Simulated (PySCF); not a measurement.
# CH7FGeSi2: core binding energies at several levels of theory, part 3 of 3

PySCF 2.14.0. Atoms count from 0. Earlier steps stand in the parts before.

### 8 Core-electron binding energies: SCAN, X2C

What the job is given:

```
{"job": {"kind": "xps", "basis": "def2-TZVP"}, "charge": 0, "multiplicity": 1}
F      0.148772     2.878217    -0.812540
Si     0.343279     1.270863    -1.018571
Si    -0.988155    -0.268054     0.164970
C      0.561612    -1.355269     0.374518
Ge     1.971561     0.050898     0.247554
H      0.436756     1.022484    -2.490922
H     -2.173617    -0.928064    -0.464993
H     -1.392421     0.318860     1.480723
H      0.598274    -1.959492     1.293132
H      0.667486    -2.035164    -0.487132
H      2.233471     0.659278     1.637965
H      3.296588    -0.430532    -0.372573
```

Method: delta-SCF UKS SCAN, def2-TZVP on the ionised atom, pcseg-1 elsewhere, spin-free X2C.

The log of the run:

```text
ground state, core basis on atom 0 (F), 143 functions
  cycle   1  E = -2816.21810397  |g| = 7.18e-01
  cycle   2  E = -2815.93640751  |g| = 1.45e+00
  cycle   3  E = -2816.30911199  |g| = 1.32e-01
  cycle   4  E = -2816.31147612  |g| = 7.66e-02
  cycle   5  E = -2816.31305414  |g| = 1.10e-02
  cycle   6  E = -2816.31309281  |g| = 3.16e-03
  cycle   7  E = -2816.31309461  |g| = 9.69e-04
  cycle   8  E = -2816.31309321  |g| = 2.45e-04
  E(ground) = -2816.50659537 Eh
hole in F 1s of atom 0
  cycle   1  E = -2789.97104506  |g| = 2.46e+00
  cycle   2  E = -2789.76660163  |g| = 1.91e+00
  cycle   3  E = -2790.68955035  |g| = 5.14e-01
  cycle   4  E = -2790.73646871  |g| = 4.07e-01
  cycle   5  E = -2790.85143260  |g| = 6.63e-02
  cycle   6  E = -2790.85339468  |g| = 2.74e-02
  cycle   7  E = -2790.85391125  |g| = 3.84e-03
  cycle   8  E = -2790.85392193  |g| = 1.89e-03
  cycle   9  E = -2790.85392399  |g| = 3.25e-04
  E(ion) = -2791.05269607 Eh   <S^2> = 0.7560   hole on atom = 1.000   binding energy = 692.636 eV
ground state, core basis on atom 1 (Si), 145 functions
  cycle   1  E = -2816.30168599  |g| = 1.32e-01
  cycle   2  E = -2816.29527356  |g| = 2.37e-01
  cycle   3  E = -2816.30421543  |g| = 1.30e-02
  cycle   4  E = -2816.30424269  |g| = 3.97e-03
  cycle   5  E = -2816.30424508  |g| = 1.30e-03
  cycle   6  E = -2816.30424504  |g| = 4.01e-04
  E(ground) = -2816.45382783 Eh
hole in Si 1s of atom 1
  cycle   1  E = -2747.31947635  |g| = 2.95e+00
  cycle   2  E = -2745.83854914  |g| = 2.18e+00
  cycle   3  E = -2746.89403545  |g| = 1.27e+00
  cycle   4  E = -2748.24544777  |g| = 2.48e-01
  cycle   5  E = -2748.22542171  |g| = 3.38e-01
  cycle   6  E = -2748.27369729  |g| = 5.45e-02
  cycle   7  E = -2748.27489545  |g| = 1.67e-02
  cycle   8  E = -2748.27504067  |g| = 2.95e-03
  cycle   9  E = -2748.27504665  |g| = 1.22e-03
  cycle  10  E = -2748.27504758  |g| = 3.99e-04
  E(ion) = -2748.43345861 Eh   <S^2> = 0.7523   hole on atom = 1.000   binding energy = 1850.929 eV
hole in Si 2p of atom 1
  cycle   1  E = -2811.99665173  |g| = 1.19e+00
  cycle   2  E = -2811.29423267  |g| = 1.37e+00
  cycle   3  E = -2812.18263991  |g| = 4.27e-01
  cycle   4  E = -2812.31628572  |g| = 1.47e-01
  cycle   5  E = -2812.32470597  |g| = 9.26e-02
  cycle   6  E = -2812.33002315  |g| = 1.60e-02
  cycle   7  E = -2812.33012042  |g| = 8.56e-03
  cycle   8  E = -2812.33014069  |g| = 2.02e-03
  cycle   9  E = -2812.33014534  |g| = 6.20e-04
  cycle  10  E = -2812.33014518  |g| = 1.69e-04
  E(ion) = -2812.49215311 Eh   <S^2> = 0.7511   hole on atom = 1.003   binding energy = 107.803 eV
  2p3/2 = 107.538 eV   2p1/2 = 108.153 eV
ground state, core basis on atom 2 (Si), 145 functions
  cycle   1  E = -2816.29752038  |g| = 4.53e-02
  cycle   2  E = -2816.29745934  |g| = 3.58e-02
  cycle   3  E = -2816.29777104  |g| = 1.03e-02
  cycle   4  E = -2816.29780621  |g| = 1.80e-03
  cycle   5  E = -2816.29780819  |g| = 6.50e-04
  cycle   6  E = -2816.29781040  |g| = 1.18e-04
  E(ground) = -2816.44834057 Eh
hole in Si 1s of atom 2
  cycle   1  E = -2747.34971477  |g| = 2.95e+00
  cycle   2  E = -2747.22027557  |g| = 1.79e+00
  cycle   3  E = -2747.87324363  |g| = 7.35e-01
  cycle   4  E = -2748.27705601  |g| = 2.22e-01
  cycle   5  E = -2748.29488934  |g| = 1.54e-01
  cycle   6  E = -2748.30330052  |g| = 2.02e-02
  cycle   7  E = -2748.30347858  |g| = 9.68e-03
  cycle   8  E = -2748.30354643  |g| = 2.55e-03
  cycle   9  E = -2748.30355043  |g| = 1.18e-03
  cycle  10  E = -2748.30355185  |g| = 3.84e-04
  E(ion) = -2748.46262348 Eh   <S^2> = 0.7524   hole on atom = 1.000   binding energy = 1849.986 eV
hole in Si 2p of atom 2
  cycle   1  E = -2812.02334550  |g| = 1.19e+00
  cycle   2  E = -2811.70632500  |g| = 1.14e+00
  cycle   3  E = -2812.27266969  |g| = 3.34e-01
  cycle   4  E = -2812.35109839  |g| = 1.15e-01
  cycle   5  E = -2812.35456852  |g| = 7.33e-02
  cycle   6  E = -2812.35669956  |g| = 1.18e-02
  cycle   7  E = -2812.35677821  |g| = 3.07e-03
  cycle   8  E = -2812.35678626  |g| = 1.84e-03
  cycle   9  E = -2812.35678778  |g| = 4.39e-04
  E(ion) = -2812.52079934 Eh   <S^2> = 0.7529   hole on atom = 1.003   binding energy = 106.874 eV
  2p3/2 = 106.667 eV   2p1/2 = 107.277 eV
ground state, core basis on atom 3 (C), 143 functions
  cycle   1  E = -2816.27304459  |g| = 2.04e-02
  cycle   2  E = -2816.27301384  |g| = 2.18e-02
  cycle   3  E = -2816.27314647  |g| = 5.34e-03
  cycle   4  E = -2816.27315215  |g| = 2.04e-03
  cycle   5  E = -2816.27315351  |g| = 3.73e-04
  E(ground) = -2816.46516843 Eh
hole in C 1s of atom 3
  cycle   1  E = -2805.02278728  |g| = 1.48e+00
  cycle   2  E = -2804.14765909  |g| = 1.77e+00
  cycle   3  E = -2805.50278812  |g| = 4.46e-01
  cycle   4  E = -2805.58752414  |g| = 1.93e-01
  cycle   5  E = -2805.59967828  |g| = 9.18e-02
  cycle   6  E = -2805.60262494  |g| = 1.12e-02
  cycle   7  E = -2805.60271079  |g| = 3.31e-03
  cycle   8  E = -2805.60272104  |g| = 1.31e-03
  cycle   9  E = -2805.60271797  |g| = 5.04e-04
  cycle  10  E = -2805.60272061  |g| = 2.24e-04
  E(ion) = -2805.79369417 Eh   <S^2> = 0.7693   hole on atom = 1.000   binding energy = 290.386 eV
```

Wall time 38 s (1 thread of Arm Neoverse V1, shared host); peak memory 0.47 GiB.

Binding energies by hole, beside the orbital energy of the ground state; the difference holds orbital relaxation and, for a density functional, its self-interaction error:

```
       hole  stands for                                           environment  ΔSCF (eV; 2p as the shell's mean)  −ε (eV)   ⟨S²⟩
  F1s on F0          F0                                 fluorine bonded to Si                             692.64    666.4  0.756
Si1s on Si1         Si1  silicon bonded to F, Ge, Si, H, in a 4-membered ring                            1850.93   1795.4  0.752
Si2p on Si1         Si1  silicon bonded to F, Ge, Si, H, in a 4-membered ring                             107.74     97.2  0.751
Si1s on Si2         Si2    silicon bonded to C, Si, 2 H, in a 4-membered ring                            1849.99   1794.4  0.752
Si2p on Si2         Si2    silicon bonded to C, Si, 2 H, in a 4-membered ring                             106.87     96.4  0.753
  C1s on C3          C3                           sp3 CH2 bonded to Ge and Si                             290.39    273.8  0.769
```

With the spin-orbit splitting: Si1 2p3/2 107.54, 2p1/2 108.15 eV; Si2 2p3/2 106.67, 2p1/2 107.28 eV. The table gives each 2p level as the mean over the whole 2p shell (two parts 2p3/2, one part 2p1/2), which differs a little from the single hole in the log.

### 9 X-ray photoelectron lines: SCAN, non-relativistic

Settings changed since step 8:

```diff
@@ -1,2 +1,2 @@
-{"job": {"kind": "xps", "basis": "def2-TZVP"}, "charge": 0, "multiplicity": 1}
+{"job": {"kind": "xps", "x2c": false}, "charge": 0, "multiplicity": 1}
 F      0.148772     2.878217    -0.812540
```

With the program's defaults for keys left out, this is: delta-SCF UKS SCAN, pcX-2 on the ionised atom, pcseg-1 elsewhere, non-relativistic.

The log of the run:

```text
ground state, core basis on atom 0 (F), 157 functions
  cycle   1  E = -2797.79030283  |g| = 7.35e-01
  cycle   2  E = -2797.50938286  |g| = 1.46e+00
  cycle   3  E = -2797.88456367  |g| = 1.40e-01
  cycle   4  E = -2797.88690927  |g| = 8.41e-02
  cycle   5  E = -2797.88867373  |g| = 1.44e-02
  cycle   6  E = -2797.88873107  |g| = 5.45e-03
  cycle   7  E = -2797.88873660  |g| = 1.41e-03
  cycle   8  E = -2797.88873510  |g| = 3.11e-04
  E(ground) = -2798.08106512 Eh
hole in F 1s of atom 0
  cycle   1  E = -2771.57331703  |g| = 2.58e+00
  cycle   2  E = -2771.34197783  |g| = 2.18e+00
  cycle   3  E = -2772.34924589  |g| = 4.63e-01
  cycle   4  E = -2772.34693420  |g| = 4.34e-01
  cycle   5  E = -2772.47897459  |g| = 5.66e-02
  cycle   6  E = -2772.48031547  |g| = 2.89e-02
  cycle   7  E = -2772.48089233  |g| = 3.80e-03
  cycle   8  E = -2772.48090321  |g| = 1.83e-03
  cycle   9  E = -2772.48090535  |g| = 3.78e-04
  E(ion) = -2772.67851021 Eh   <S^2> = 0.7567   hole on atom = 1.000   binding energy = 691.239 eV
ground state, core basis on atom 1 (Si), 168 functions
  cycle   1  E = -2797.88844118  |g| = 1.10e-01
  cycle   2  E = -2797.88403964  |g| = 1.97e-01
  cycle   3  E = -2797.89020524  |g| = 7.94e-03
  cycle   4  E = -2797.89021483  |g| = 5.19e-03
  cycle   5  E = -2797.89022110  |g| = 1.46e-03
  cycle   6  E = -2797.89022520  |g| = 2.71e-04
  E(ground) = -2798.03875563 Eh
hole in Si 1s of atom 1
  cycle   1  E = -2729.09373563  |g| = 4.32e+00
  cycle   2  E = -2727.67641162  |g| = 2.55e+00
  cycle   3  E = -2725.82612312  |g| = 2.18e+00
  cycle   4  E = -2729.87233088  |g| = 8.58e-01
  cycle   5  E = -2730.07392178  |g| = 5.00e-01
  cycle   6  E = -2730.16058284  |g| = 7.12e-02
  cycle   7  E = -2730.16317968  |g| = 3.82e-02
  cycle   8  E = -2730.16391409  |g| = 1.16e-02
  cycle   9  E = -2730.16398781  |g| = 3.80e-03
  cycle  10  E = -2730.16399869  |g| = 8.96e-04
  cycle  11  E = -2730.16399430  |g| = 2.62e-04
  E(ion) = -2730.32032898 Eh   <S^2> = 0.7527   hole on atom = 1.000   binding energy = 1842.712 eV
hole in Si 2p of atom 1
  cycle   1  E = -2793.58688168  |g| = 1.24e+00
  cycle   2  E = -2792.92615472  |g| = 1.43e+00
  cycle   3  E = -2793.79485607  |g| = 4.09e-01
  cycle   4  E = -2793.91129017  |g| = 1.52e-01
  cycle   5  E = -2793.92064808  |g| = 8.90e-02
  cycle   6  E = -2793.92551873  |g| = 1.44e-02
  cycle   7  E = -2793.92555405  |g| = 1.31e-02
  cycle   8  E = -2793.92561113  |g| = 2.27e-03
  cycle   9  E = -2793.92561652  |g| = 6.28e-04
  cycle  10  E = -2793.92561678  |g| = 1.97e-04
  E(ion) = -2794.08546942 Eh   <S^2> = 0.7514   hole on atom = 1.002   binding energy = 107.574 eV
  2p3/2 = 107.314 eV   2p1/2 = 107.933 eV
ground state, core basis on atom 2 (Si), 168 functions
  cycle   1  E = -2797.88271250  |g| = 3.07e-02
  cycle   2  E = -2797.88264435  |g| = 2.90e-02
  cycle   3  E = -2797.88284371  |g| = 1.23e-02
  cycle   4  E = -2797.88286923  |g| = 4.42e-03
  cycle   5  E = -2797.88287381  |g| = 4.95e-04
  E(ground) = -2798.03237200 Eh
hole in Si 1s of atom 2
  cycle   1  E = -2729.12194525  |g| = 4.32e+00
  cycle   2  E = -2729.03028003  |g| = 2.20e+00
  cycle   3  E = -2729.62744880  |g| = 8.81e-01
  cycle   4  E = -2730.11898773  |g| = 3.53e-01
  cycle   5  E = -2730.17941696  |g| = 1.81e-01
  cycle   6  E = -2730.18952213  |g| = 4.96e-02
  cycle   7  E = -2730.19046099  |g| = 1.45e-02
  cycle   8  E = -2730.19059901  |g| = 5.07e-03
  cycle   9  E = -2730.19061533  |g| = 2.21e-03
  cycle  10  E = -2730.19061852  |g| = 4.66e-04
  E(ion) = -2730.34759674 Eh   <S^2> = 0.7527   hole on atom = 1.000   binding energy = 1841.797 eV
hole in Si 2p of atom 2
  cycle   1  E = -2793.61139325  |g| = 1.23e+00
  cycle   2  E = -2793.30995467  |g| = 1.21e+00
  cycle   3  E = -2793.88029087  |g| = 3.13e-01
  cycle   4  E = -2793.94369793  |g| = 1.25e-01
  cycle   5  E = -2793.94843409  |g| = 7.38e-02
  cycle   6  E = -2793.95057861  |g| = 1.20e-02
  cycle   7  E = -2793.95063817  |g| = 5.45e-03
  cycle   8  E = -2793.95065879  |g| = 2.06e-03
  cycle   9  E = -2793.95066146  |g| = 5.08e-04
  cycle  10  E = -2793.95066250  |g| = 1.93e-04
  E(ion) = -2794.11266690 Eh   <S^2> = 0.7532   hole on atom = 1.002   binding energy = 106.661 eV
  2p3/2 = 106.451 eV   2p1/2 = 107.067 eV
ground state, core basis on atom 3 (C), 157 functions
  cycle   1  E = -2797.84783680  |g| = 4.21e-02
  cycle   2  E = -2797.84779543  |g| = 2.29e-02
  cycle   3  E = -2797.84787735  |g| = 1.67e-02
  cycle   4  E = -2797.84795335  |g| = 4.35e-03
  cycle   5  E = -2797.84795813  |g| = 4.61e-04
  E(ground) = -2798.03805509 Eh
hole in C 1s of atom 3
  cycle   1  E = -2786.60136800  |g| = 1.51e+00
  cycle   2  E = -2785.67995553  |g| = 1.94e+00
  cycle   3  E = -2787.13525970  |g| = 3.70e-01
  cycle   4  E = -2787.18310136  |g| = 1.97e-01
  cycle   5  E = -2787.19602094  |g| = 8.57e-02
  cycle   6  E = -2787.19845600  |g| = 1.16e-02
  cycle   7  E = -2787.19852493  |g| = 5.39e-03
  cycle   8  E = -2787.19854980  |g| = 1.22e-03
  cycle   9  E = -2787.19855273  |g| = 6.05e-04
  cycle  10  E = -2787.19855193  |g| = 2.21e-04
  E(ion) = -2787.38779468 Eh   <S^2> = 0.7708   hole on atom = 1.000   binding energy = 289.808 eV
```

Run time: 40 s. Hardware: 1 thread of Arm Neoverse V1, shared host; peak memory 0.66 GiB.

The holes in one table. −ε is the ground-state orbital energy:

```
       hole  stands for                                           environment  ΔSCF (eV; 2p as the shell's mean)  −ε (eV)   ⟨S²⟩
  F1s on F0          F0                                 fluorine bonded to Si                             691.24    665.7  0.757
Si1s on Si1         Si1  silicon bonded to F, Ge, Si, H, in a 4-membered ring                            1842.71   1790.2  0.753
Si2p on Si1         Si1  silicon bonded to F, Ge, Si, H, in a 4-membered ring                             107.52     97.2  0.751
Si1s on Si2         Si2    silicon bonded to C, Si, 2 H, in a 4-membered ring                            1841.80   1789.3  0.753
Si2p on Si2         Si2    silicon bonded to C, Si, 2 H, in a 4-membered ring                             106.66     96.3  0.753
  C1s on C3          C3                           sp3 CH2 bonded to Ge and Si                             289.81    273.7  0.771
```

With the spin-orbit splitting: Si1 2p3/2 107.31, 2p1/2 107.93 eV; Si2 2p3/2 106.45, 2p1/2 107.07 eV. The table gives each 2p level as the mean over the whole 2p shell (two parts 2p3/2, one part 2p1/2), which differs a little from the single hole in the log.

### 10 Outcome

What follows sums up all 3 parts.

```
                                           quantity                        value
                  Si1s binding energies, SCAN/pcX-2  Si1 1847.06, Si2 1846.14 eV
                  Si2p binding energies, SCAN/pcX-2    Si1 107.48, Si2 106.61 eV
                   F1s binding energies, SCAN/pcX-2                 F0 691.88 eV
                   C1s binding energies, SCAN/pcX-2                 C3 289.92 eV
                 Si1s binding energies, B3LYP/pcX-2  Si1 1845.68, Si2 1844.76 eV
                 Si2p binding energies, B3LYP/pcX-2    Si1 107.40, Si2 106.56 eV
                  F1s binding energies, B3LYP/pcX-2                 F0 691.55 eV
                  C1s binding energies, B3LYP/pcX-2                 C3 289.90 eV
                  Si1s binding energies, PBE0/pcX-2  Si1 1844.92, Si2 1843.97 eV
                  Si2p binding energies, PBE0/pcX-2    Si1 107.14, Si2 106.26 eV
                   F1s binding energies, PBE0/pcX-2                 F0 690.93 eV
                   C1s binding energies, PBE0/pcX-2                 C3 289.46 eV
                   Si1s binding energies, PBE/pcX-2  Si1 1843.71, Si2 1842.82 eV
                   Si2p binding energies, PBE/pcX-2    Si1 106.76, Si2 105.92 eV
                    F1s binding energies, PBE/pcX-2                 F0 690.69 eV
                    C1s binding energies, PBE/pcX-2                 C3 289.12 eV
                    Si1s binding energies, HF/pcX-2  Si1 1848.01, Si2 1847.00 eV
                    Si2p binding energies, HF/pcX-2    Si1 106.96, Si2 106.06 eV
                     F1s binding energies, HF/pcX-2                 F0 691.04 eV
                     C1s binding energies, HF/pcX-2                 C3 289.55 eV
                  Si1s binding energies, SCAN/pcX-1  Si1 1847.14, Si2 1846.19 eV
                  Si2p binding energies, SCAN/pcX-1    Si1 107.66, Si2 106.75 eV
                   F1s binding energies, SCAN/pcX-1                 F0 692.09 eV
                   C1s binding energies, SCAN/pcX-1                 C3 289.92 eV
              Si1s binding energies, SCAN/def2-TZVP  Si1 1850.93, Si2 1849.99 eV
              Si2p binding energies, SCAN/def2-TZVP    Si1 107.74, Si2 106.87 eV
               F1s binding energies, SCAN/def2-TZVP                 F0 692.64 eV
               C1s binding energies, SCAN/def2-TZVP                 C3 290.39 eV
Si1s binding energies, SCAN/pcX-2, non-relativistic  Si1 1842.71, Si2 1841.80 eV
Si2p binding energies, SCAN/pcX-2, non-relativistic    Si1 107.52, Si2 106.66 eV
 F1s binding energies, SCAN/pcX-2, non-relativistic                 F0 691.24 eV
 C1s binding energies, SCAN/pcX-2, non-relativistic                 C3 289.81 eV
```

What this shows: Single values in the summary come from the first sound run of each kind (SCAN/pcX-2), which need not be the best level. At SCAN/pcX-2: Si1 (silicon bonded to F, Ge, Si, H, in a 4-membered ring) binds its Si1s electron 0.92 eV more tightly than Si2 (silicon bonded to C, Si, 2 H, in a 4-membered ring). At B3LYP/pcX-2: Si1 (silicon bonded to F, Ge, Si, H, in a 4-membered ring) binds its Si1s electron 0.91 eV more tightly than Si2 (silicon bonded to C, Si, 2 H, in a 4-membered ring). At PBE/pcX-2: The Si1s levels kept as sound span 0.89 eV, from Si2 (silicon bonded to C, Si, 2 H, in a 4-membered ring) up to Si1 (silicon bonded to F, Ge, Si, H, in a 4-membered ring). At HF/pcX-2: The Si1s levels kept as sound span 1.01 eV, from Si2 (silicon bonded to C, Si, 2 H, in a 4-membered ring) up to Si1 (silicon bonded to F, Ge, Si, H, in a 4-membered ring). At HF/pcX-2: The Si2p levels kept as sound span 0.89 eV, from Si2 (silicon bonded to C, Si, 2 H, in a 4-membered ring) up to Si1 (silicon bonded to F, Ge, Si, H, in a 4-membered ring). At SCAN/pcX-1: The Si2p levels kept as sound span 0.92 eV, from Si2 (silicon bonded to C, Si, 2 H, in a 4-membered ring) up to Si1 (silicon bonded to F, Ge, Si, H, in a 4-membered ring). At SCAN/def2-TZVP: Si1 (silicon bonded to F, Ge, Si, H, in a 4-membered ring) binds its Si1s electron 0.94 eV more tightly than Si2 (silicon bonded to C, Si, 2 H, in a 4-membered ring). At SCAN/def2-TZVP: Si1 (silicon bonded to F, Ge, Si, H, in a 4-membered ring) binds its Si2p electron 0.87 eV more tightly than Si2 (silicon bonded to C, Si, 2 H, in a 4-membered ring). At SCAN/pcX-2, non-relativistic: The Si1s levels kept as sound span 0.92 eV, from Si2 (silicon bonded to C, Si, 2 H, in a 4-membered ring) up to Si1 (silicon bonded to F, Ge, Si, H, in a 4-membered ring). Si1 (silicon bonded to F, Ge, Si, H, in a 4-membered ring) binds its Si2p electron 0.86 eV more tightly than Si2 (silicon bonded to C, Si, 2 H, in a 4-membered ring).
